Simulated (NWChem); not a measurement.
**CN (SMILES [C]#N): UPBE0/pcseg-3**

What is the electronic atomisation energy of CN at UPBE0/pcseg-3? 

The results are computed with NWChem 7.3.0.

3 further runs of the same task are left out: 3 set aside as unsound or not needed.

## Step 1: The molecule

The species is CN (2 atoms), meant as a doublet with charge 0. SMILES: `[C]#N`. The shape is that of a PBE0-D4/def2-TZVP optimisation.

Bond lengths: C1–N2 1.160 Å.

## Step 2: A single-point energy at UPBE0/pcseg-3

Input file geom.nw:

```
start geom
memory stack 880 mb heap 220 mb global 1100 mb
charge 0

geometry units angstroms noautosym nocenter noautoz
C      0.495600    -0.160400     0.255200
N     -0.495600     0.160400    -0.255200
end

basis spherical bse
* library pcseg-3
end

dft
xc pbe0
mult 2
grid fine
convergence energy 1e-08
maxiter 100
mulliken
print low
end

task dft energy
```

Launch:

```bash
nwchem geom.nw > geom.out
```

Log:

```text
[...]
 d= 0,ls=0.0,diis     1    -92.5817979775 -1.12D+02  3.85D-03  1.26D-01     2.5
[...]
 d= 0,ls=0.0,diis    13    -92.6389282812 -5.00D-09  2.63D-07  5.52D-10    27.3
[...]
         Total DFT energy =      -92.638928281234
      One electron energy =     -162.514801574815
           Coulomb energy =       62.766092978466
    Exchange-Corr. energy =      -12.047962644839
 Nuclear repulsion energy =       19.157742959954
[...]
      Total Density - Mulliken Population Analysis
     ---------------------------------------------
    Atom       Charge   Shell Charges
 -----------   ------   -------------------------------------------------------
    1 C    6     5.93   0.98  1.00  0.45  0.80  0.23  1.12  0.86  0.38  0.03  0.00  0.01  0.03  0.03  0.00  0.00  0.00
    2 N    7     7.07   0.92  1.05  0.50  0.95  0.19  1.37  1.24  0.68  0.11  0.00  0.01  0.03  0.02  0.00  0.00  0.00
[...]
      <S2> =      0.7635 (Exact =     0.7500)
[...]
```

Run time: 28 s. Hardware: 1 thread of Intel Xeon 6975P-C (Granite Rapids), shared host; peak memory 0.12 GiB.

## Step 3: The C atom, same level

Input file c.nw:

```
start c
title "C"
memory 2200 mb

geometry units angstroms noautosym nocenter noautoz
  C        0.000000       0.000000       0.000000
end

basis spherical bse
  * library pcseg-3
end

dft
  xc pbe0
  mult 3
  grid fine
  convergence energy 1e-08
  maxiter 100
  mulliken
  noprint "final vectors analysis"
end

task dft energy
```

Run the same way, it converges to -37.80719 Eh (log not shown).

## Step 4: The N atom

Input file mymol.nw:

```
start mymol
title "N PBE0"
memory total 2200 mb

geometry units angstroms noautosym nocenter noautoz
N     0.000000    0.000000    0.000000
end

basis spherical bse
* library pcseg-3
end

dft
xc pbe0
mult 4
grid fine
convergence energy 1e-08
maxiter 100
mulliken
noprint "final vectors analysis"
end

task dft energy
```

Launch:

```bash
nwchem mymol.nw > mymol.out
```

Log:

```text
[...]
          Wavefunction type:  spin polarized.
          No. of atoms     :     1
          No. of electrons :     7
[...]
          Charge           :     0
          Spin multiplicity:     4
[...]
          AO basis - number of functions:    60
[...]
              XC Information
              --------------
                         PBE0 Method XC Functional
                     Hartree-Fock (Exact) Exchange  0.250
          PerdewBurkeErnzerhof Exchange Functional  0.750
            Perdew 1991 LDA Correlation Functional  1.000 local
           PerdewBurkeErnz. Correlation Functional  1.000 non-local
[...]
 d= 0,ls=0.0,diis     1    -54.4984023193 -5.45D+01  4.75D-03  1.43D-01     0.3
[...]
 d= 0,ls=0.0,diis     7    -54.5463073267 -1.61D-11  2.87D-09  5.44D-14     1.2
[...]
         Total DFT energy =      -54.546307326666
      One electron energy =      -73.930867317644
           Coulomb energy =       26.111927753642
    Exchange-Corr. energy =       -6.727367762664
 Nuclear repulsion energy =        0.000000000000
[...]
      Total Density - Mulliken Population Analysis
     ---------------------------------------------
    Atom       Charge   Shell Charges
 -----------   ------   -------------------------------------------------------
    1 N    7     7.00   0.93  1.05  0.53  1.12  0.38  1.21  1.06  0.62  0.11  0.00  0.00  0.00  0.00 -0.00  0.00 -0.00
     --------------------------------------------
      Spin Density - Mulliken Population Analysis
     --------------------------------------------
    Atom       Charge   Shell Charges
 -----------   ------   -------------------------------------------------------
    1 N    7     3.00  -0.00 -0.00  0.03  0.05 -0.08  1.21  1.06  0.62  0.11  0.00  0.00  0.00  0.00  0.00  0.00  0.00
[...]
      <S2> =      3.7529 (Exact =     3.7500)
[...]
```

It took 1.8 s on 1 thread of Intel Xeon 6975P-C (Granite Rapids), shared host; peak memory 0.1 GiB.

## Step 5: Results

Level: UPBE0/pcseg-3.

| quantity | value |
| --- | --- |
| molecule: total energy | -92.63893 Eh |
| molecule: ⟨S²⟩ | 0.763 |
| C atom: total energy | -37.80719 Eh |
| C atom: ⟨S²⟩ | 2.004 |
| N atom: total energy | -54.54631 Eh |
| N atom: ⟨S²⟩ | 3.753 |
| electronic atomisation energy | 7.767 eV |

In words: Taking the molecule apart into free atoms costs 7.77 eV (749 kJ/mol), before zero-point energy and without spin-orbit coupling.
